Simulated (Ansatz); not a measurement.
Run this with the Python package of Ansatz (0.2.0) and show what comes out.

The script, `pipeline.py`:
```python
"""Relax Rb, then bands and states at the relaxed cell."""

import ansatz as az
import numpy as np


def count_gap(report):
    # lowest empty less highest filled band, counting bands; zero where they overlap
    return max(report.get("gap_by_band_count_ev") or 0.0, 0.0)


def configured(crystal, spacing):
    return (
        crystal.calculation()
        .functional("lda")
        .pseudopotentials("paw")
        .occupations("gaussian", width=0.1)  # the run then minimises F = E - TS
        .kpoints(spacing=spacing)  # sampling of the Brillouin zone
    )

vectors = np.array([
    [2.53764, 1.465107, 12.688902],
    [-2.53764, 1.465107, 12.688902],
    [0.0, -2.930214, 12.688902],
])
crystal = (
    az.Lattice.of(vectors)
    .atom("Rb", (0.0, 0.0, 0.0))
    .atom("Rb", (0.777622, 0.777622, 0.777622))
    .atom("Rb", (0.222378, 0.222378, 0.222378))
)

relaxed = configured(crystal, 0.3).relax(cell=True, force_tolerance=0.01, max_steps=40).checkpoint(write="relax.run", compress=False).run()
cell = np.asarray(relaxed.lattice.cell_ang)
print("relaxed edges (A):", np.linalg.norm(cell, axis=1).round(4), " volume:", round(abs(np.linalg.det(cell)), 3), "A^3")
for site in relaxed.lattice.sites:
    print(" ", site.symbol, np.round(site.position_frac, 4) + 0.0)

final = az.Crystal.from_checkpoint("relax.run")
outcome = configured(final, 0.22).functional("pbesol").stress().band_table().density_of_states(energy_step=0.05).run()
r = outcome.report
dos = outcome.density_of_states()
print(f"pressure at the relaxed cell {np.trace(r['stress_gpa']) / 3:.3f} GPa, gap by band count {count_gap(r):.3f} eV")
if count_gap(r) == 0:
    print("states/eV at the Fermi level:", round(float(np.interp(dos.fermi_ev, dos.energies_ev, dos.spin_summed_g_bin_mean_per_ev)), 3))
```

Output of `python pipeline.py`:
```text
DeckWarning: basis.ecutwfc = 420 eV, auto-derived from the records' recommended cutoffs: set by Rb (normal level)
relaxed edges (A): [12.0825 12.0825 12.0825]  volume: 231.932 A^3
  Rb [0. 0. 0.]
  Rb [0.7778 0.7778 0.7778]
  Rb [0.2222 0.2222 0.2222]
DeckWarning: crystal.checkpoint: the structure is that of relax.run, a `relax` run, at its step 5: its result, under lda at a charge of 0 e; 3 atoms read, 0 with a starting moment [...]
pressure at the relaxed cell 0.396 GPa, gap by band count 0.000 eV
states/eV at the Fermi level: 2.756
```
(Warnings from the package without file and line, shortened.)

Reading the output:
- Only differences from the Fermi energy are physical; the zero of the scale is a convention.
- These metals are very soft, so angles and axial ratios aren't settled by this mesh and stress tolerance.
- A gap by band count of zero or less means overlapping bands, a metal, and at an odd count of electrons it is no gap at all.
- This isn't the structure that Rb takes at ambient conditions.
- Levels are Kohn-Sham eigenvalues on this mesh, without spin-orbit coupling.
- Where the second run takes another functional or mesh than the relaxation, its pressure isn't zero; pressure is positive in compression.
- The computed bands are complete only to about 1.3 eV above the Fermi level; beyond that the density of states is undercounted.
- Timing: 24 s on 1 thread of Arm Neoverse V2 (shared host), peak memory 0.53 GiB.
